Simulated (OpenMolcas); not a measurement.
# One shape, several levels: C2H2AlF (SMILES C#[C][AlH][F])

Wanted: a comparison of 6 runs (B3LYP/6-31G*, BP86/6-31G**, PBE0/def2-SVP, B3LYP/def2-TZVP, CCSD(T)/6-31G, CCSD(T)/def2-SVP) of C2H2AlF. 

The results are computed with OpenMolcas 26.06.

2 further runs of the same task are left out: 1 that didn't finish, 1 set aside as unsound or not needed.

## (1) The structure to begin with

C2H2AlF has 6 atoms, charge 0, and is taken as a singlet. SMILES: `C#[C][AlH][F]`. The shape is that of a PBE0-D4/def2-TZVP optimisation.

Bond lengths: C1–C2 1.210 Å, C2–Al3 1.894 Å, Al3–F4 1.645 Å, C1–H5 1.067 Å, Al3–H6 1.567 Å. Angles: C1–C2–Al3 178.2°, C2–Al3–F4 117.6°, C2–C1–H5 179.7°, C2–Al3–H6 124.1°, F4–Al3–H6 118.2°.

## (2) Energy and forces at B3LYP/6-31G(d) (spherical functions) (run 1)

Input file calc.inp:

```
&GATEWAY
 BasLib=$CurrDir
 Coord
 6
 angstrom
 C        1.661900      -0.284800      -0.787000
 C        0.576900      -0.111600      -0.280500
 Al      -1.100200       0.209700       0.538100
 F       -2.307600      -0.871400       0.253900
 H        2.617000      -0.441700      -1.236000
 H       -1.405900       1.435700       1.465300
 Basis=6-31Gs
 Group=NoSym

&SEWARD
 GridInput
 Grid=UltraFine
 End of Grid

&SCF
 KSDFT=B3LYP
 Thresholds=1e-10 1e-07 1e-07 1e-05
 PrOrbitals=1 2

&ALASKA
```

The basis set 6-31G* is read from a file made from the Basis Set Exchange's data (not shown).

The run is started by

```
$ export MOLCAS_MEM=1860
$ pymolcas calc.inp > calc.log
```

Output:

```text
--- Start Module: gateway ---
[...]
--- Stop Module: gateway /rc=_RC_ALL_IS_WELL_ ---
[...]
      Basis functions           64
[...]
--- Start Module: scf ---
[...]
       Convergence after  14 Iterations
[...]
::    Total KS-DFT energy                            -419.6932225429
[...]
      Total spin, S                                     0.0000000000
[...]
      Total electronic charge=   36.000000
      Total            charge=   -0.000000
[...]
      Dipole Moment (debye):
      Origin of the operator (angstrom)=   -0.6311   -0.2035    0.0939
                   X=  1.6796E+00               Y=  6.3974E-01               Z= -1.8156E-01           Total=  1.8065E+00
      Quadrupole Moment (debye*angstrom):
[...]
--- Stop Module: scf /rc=_RC_ALL_IS_WELL_ ---
[...]
--- Start Module: alaska ---
[...]
 *              Molecular gradients               *
 **************************************************
  Irreducible representation: a
 ------------------------------------------------------------------------------------------
                              X                       Y                       Z
 ------------------------------------------------------------------------------------------
  C1               -1.49196357105819E-02    2.33543826059246E-03    6.94378280658992E-03
  C2                1.43609755706025E-02   -2.64460293503122E-03   -6.93052639619873E-03
  AL3              -3.75866164705463E-03   -2.75232411760928E-03   -5.10576256503192E-04
  F4                5.13409382212870E-03    4.30923211574807E-03    1.02804763448572E-03
  H5               -1.05057537437991E-03    2.46118110749149E-04    5.36516308856205E-04
  H6                2.33803339307670E-04   -1.49386143447128E-03   -1.06724409720815E-03
 ------------------------------------------------------------------------------------------
[...]
```

Run time: 13 s. Hardware: 1 thread of Arm Neoverse V2, shared host; peak memory 0.4 GiB.

## (3) Energy and forces at BP86/6-31G(d,p) (spherical functions) (run 2)

Input file calc.inp:

```
&GATEWAY
BASLIB=$CurrDir
COORD
6
angstrom
C        1.661900      -0.284800      -0.787000
C        0.576900      -0.111600      -0.280500
Al      -1.100200       0.209700       0.538100
F       -2.307600      -0.871400       0.253900
H        2.617000      -0.441700      -1.236000
H       -1.405900       1.435700       1.465300
BASIS=6-31Gss
GROUP=NoSym
&SEWARD
GRIDINPUT
Grid=UltraFine
End of Grid
&SCF
KSDFT=2
1.0 GGA_X_B88
1.0 GGA_C_P86
THRESHOLDS=1e-10 1e-07 1e-07 1e-05
PRORBITALS=1 1
&ALASKA
```

The basis set 6-31G** is read from a file made from the Basis Set Exchange's data (not shown).

The run is started by

```
$ export MOLCAS_MEM=1860
$ pymolcas calc.inp > calc.log
```

Output:

```text
--- Start Module: gateway ---
[...]
--- Stop Module: gateway /rc=_RC_ALL_IS_WELL_ ---
[...]
      Basis functions           70
[...]
--- Start Module: scf ---
[...]
       Convergence after  15 Iterations
[...]
::    Total KS-DFT energy                            -419.6812079722
[...]
      Total spin, S                                     0.0000000000
[...]
      Total electronic charge=   36.000000
      Total            charge=   -0.000000
[...]
      Dipole Moment (debye):
      Origin of the operator (angstrom)=   -0.6311   -0.2035    0.0939
                   X=  1.5923E+00               Y=  5.5653E-01               Z= -2.0537E-01           Total=  1.6992E+00
      Quadrupole Moment (debye*angstrom):
[...]
--- Stop Module: scf /rc=_RC_ALL_IS_WELL_ ---
[...]
--- Start Module: alaska ---
[...]
 *              Molecular gradients               *
 **************************************************
  Irreducible representation: a
 ------------------------------------------------------------------------------------------
                              X                       Y                       Z
 ------------------------------------------------------------------------------------------
  C1               -3.07289450337507E-02    4.79471485175265E-03    1.42796550970656E-02
  C2                3.23896505726604E-02   -5.39639350001631E-03   -1.52631016887494E-02
  AL3              -7.29681058976601E-03   -6.00025195316967E-03   -1.39287930826715E-03
  F4                1.08776368531327E-02    9.50526010623598E-03    2.41489487672397E-03
  H5               -6.00186298881322E-03    1.06055641156577E-03    2.86511212352947E-03
  H6                7.60331186526852E-04   -3.96388591634311E-03   -2.90368110029027E-03
 ------------------------------------------------------------------------------------------
[...]
```

It took 14 s on 1 thread of Arm Neoverse V2, shared host; peak memory 0.42 GiB.

Runs 3 to 4 aren't shown in full; the table further down has their settings and results.

## (4) A single-point energy at CCSD(T)/6-31G (run 5)

Input file test.input:

```
&GATEWAY
 BasLib=$CurrDir
 Coord
 6
 angstrom
 C        1.661900      -0.284800      -0.787000
 C        0.576900      -0.111600      -0.280500
 Al      -1.100200       0.209700       0.538100
 F       -2.307600      -0.871400       0.253900
 H        2.617000      -0.441700      -1.236000
 H       -1.405900       1.435700       1.465300
 Basis=6-31G
 Group=NoSym

&SEWARD

&SCF
 Thresholds=1e-10 1e-07 1e-07 1e-05
 PrOrbitals=1

&RASSCF
 FileOrb=$Project.ScfOrb
 Spin=1
 Nactel=0 0 0
 Inactive=18
 Ras2=0
 OutOrbitals=Canonical
 OrbListing=Nothing

&MOTRA
 JobIph
 Frozen=8

&CCSDT
 CCT
 Triples=2
 Iterations=80
 Accuracy=1e-08
 Extrapolation=5 4
```

The basis set 6-31G is read from a file made from the Basis Set Exchange's data (not shown).

The run is started by

```
$ export MOLCAS_MEM=1860
$ pymolcas test.input > test.log
```

Output:

```text
--- Start Module: gateway ---
[...]
--- Stop Module: gateway /rc=_RC_ALL_IS_WELL_ ---
[...]
      Basis functions           44
[...]
       Convergence after  13 Iterations
[...]
::    Total SCF energy                               -418.1897975919
[...]
      Total spin, S                                     0.0000000000
[...]
      Number of active orbitals                  0
[...]
      Spin quantum number                      0.0
[...]
      Active orbitals                            0
[...]
      Number of CSFs                             1
[...]
      Number of root(s) required                 1
[...]
      Convergence after  4 iterations
[...]
      Natural orbitals and occupation numbers for root  1
      ************************************************************************************************************************
      *                                                    Final results                                                     *
      ************************************************************************************************************************
[...]
::    RASSCF root number  1 Total energy:   -418.18979759
[...]
      Total electronic charge=   36.000000
      Total            charge=   -0.000000
[...]
      Dipole Moment (debye):
      Origin of the operator (angstrom)=   -0.6311   -0.2035    0.0939
                   X=  2.3806E+00               Y=  1.2663E+00               Z= -1.7700E-02           Total=  2.6964E+00
      Quadrupole Moment (debye*angstrom):
[...]
--- Start Module: motra ---
[...]
--- Stop Module: motra /rc=_RC_ALL_IS_WELL_ ---
--- Start Module: ccsdt ---
[...]
      Convergence after                    18  Iterations
      Total energy (diff) :    -418.53975511       0.00000001
[...]
 METHOD                       : CCSD+T(CCSD)+<T3(1)WT1> = CCSD(T)
[...]
       CCSD     =      -418.5397551146131
[...]
```

Run time: 4.2 s. Hardware: 1 thread of Arm Neoverse V2, shared host; peak memory 0.38 GiB.

## (5) A single-point energy at CCSD(T)/def2-SVP (run 6)

Input file mol.inp:

```
>>> EXPORT MOLCAS_PRINT=2

&GATEWAY
  BasLib
  $CurrDir
  Coord
  6
  angstrom
  C        1.661900      -0.284800      -0.787000
  C        0.576900      -0.111600      -0.280500
  Al      -1.100200       0.209700       0.538100
  F       -2.307600      -0.871400       0.253900
  H        2.617000      -0.441700      -1.236000
  H       -1.405900       1.435700       1.465300
  Basis
  def2-SVP
  Group
  NoSym

&SEWARD

&SCF
  Thresholds
  1e-10 1e-07 1e-07 1e-05
  PrOrbitals
  1

&RASSCF
  FileOrb
  $Project.ScfOrb
  Spin
  1
  Nactel
  0 0 0
  Inactive
  18
  Ras2
  0
  OutOrbitals
  Canonical
  OrbListing
  NoCore

&MOTRA
  JobIph
  Frozen
  8

&CCSDT
  CCT
  Triples
  2
  Iterations
  80
  Accuracy
  1e-08
  Extrapolation
  5 4
```

The basis set def2-SVP is read from a file made from the Basis Set Exchange's data (not shown).

The run is started by

```
$ export MOLCAS_MEM=1860
$ pymolcas mol.inp > mol.log
```

Output:

```text
--- Start Module: gateway ---
[...]
--- Stop Module: gateway /rc=_RC_ALL_IS_WELL_ ---
[...]
      Basis functions           70
[...]
       Convergence after  14 Iterations
[...]
::    Total SCF energy                               -418.0638679663
[...]
      Total spin, S                                     0.0000000000
[...]
      Number of active orbitals                  0
[...]
      Spin quantum number                      0.0
[...]
      Active orbitals                            0
[...]
      Number of CSFs                             1
[...]
      Number of root(s) required                 1
[...]
      Convergence after  4 iterations
[...]
      Natural orbitals and occupation numbers for root  1
      ************************************************************************************************************************
      *                                                    Final results                                                     *
      ************************************************************************************************************************
[...]
::    RASSCF root number  1 Total energy:   -418.06386797
[...]
      Total electronic charge=   36.000000
      Total            charge=   -0.000000
[...]
      Dipole Moment (debye):
      Origin of the operator (angstrom)=   -0.6311   -0.2035    0.0939
                   X=  1.8801E+00               Y=  8.5042E-01               Z= -1.1403E-01           Total=  2.0666E+00
      Quadrupole Moment (debye*angstrom):
[...]
--- Start Module: motra ---
[...]
--- Stop Module: motra /rc=_RC_ALL_IS_WELL_ ---
--- Start Module: ccsdt ---
[...]
      Convergence after                    17  Iterations
      Total energy (diff) :    -418.57717542       0.00000001
[...]
 METHOD                       : CCSD+T(CCSD)+<T3(1)WT1> = CCSD(T)
[...]
       CCSD     =      -418.5771754244375
[...]
```

It took 17 s on 1 thread of Arm Neoverse V2, shared host; peak memory 0.42 GiB.

## (6) Overview of the runs

| run | level | task | integration grid | energy (Eh) | dipole moment (D) of the reference | HOMO energy (eV) | LUMO energy (eV) | wall time |
| --- | --- | --- | --- | --- | --- | --- | --- | --- |
| 1 | B3LYP/6-31G* (spherical functions) | gradient | UltraFine | -419.693223 | 1.81 | -7.90 | -1.54 | 13 s |
| 2 | BP86/6-31G** (spherical functions) | gradient | UltraFine | -419.681208 | 1.70 | -7.04 | -2.19 | 14 s |
| 3 | PBE0/def2-SVP | gradient | UltraFine | -419.170222 | 1.82 | -8.46 | -1.47 | 13 s |
| 4 | B3LYP/def2-TZVP | gradient | UltraFine | -419.812184 | 1.81 | -8.27 | -1.81 | 61 s |
| 5 | CCSD(T)/6-31G | energy | – | -418.549060 | 2.70 | -11.16 | 1.23 | 4.2 s |
| 6 | CCSD(T)/def2-SVP | energy | – | -418.592881 | 2.07 | -11.21 | 1.46 | 17 s |

## (7) Summary of results

```
                                          quantity          value
                               run 6: total energy  -418.59288 Eh
         run 6: dipole moment (mean-field density)         2.07 D
        run 6: HOMO energy (Hartree–Fock orbitals)      -11.21 eV
        run 6: LUMO energy (Hartree–Fock orbitals)        1.46 eV
      run 6: HOMO–LUMO gap (Hartree–Fock orbitals)       12.67 eV
run 6: correlation energy (8 core orbitals frozen)     -529.0 mEh
                             run 6: (T) correction     -15.71 mEh
```

**Reading.** Over runs 1, 2, 3, 4 the dipole moment (its size) runs from 1.70 D (BP86/6-31G**) to 1.82 D (PBE0/def2-SVP). The two ends differ in method and basis. Over runs 1, 2, 3, 4 the HOMO–LUMO gap runs from 4.85 eV (BP86/6-31G**) to 6.99 eV (PBE0/def2-SVP). Totals of different functionals can't be ranked against each other. All runs together took 2.1 min, the longest 61 s.
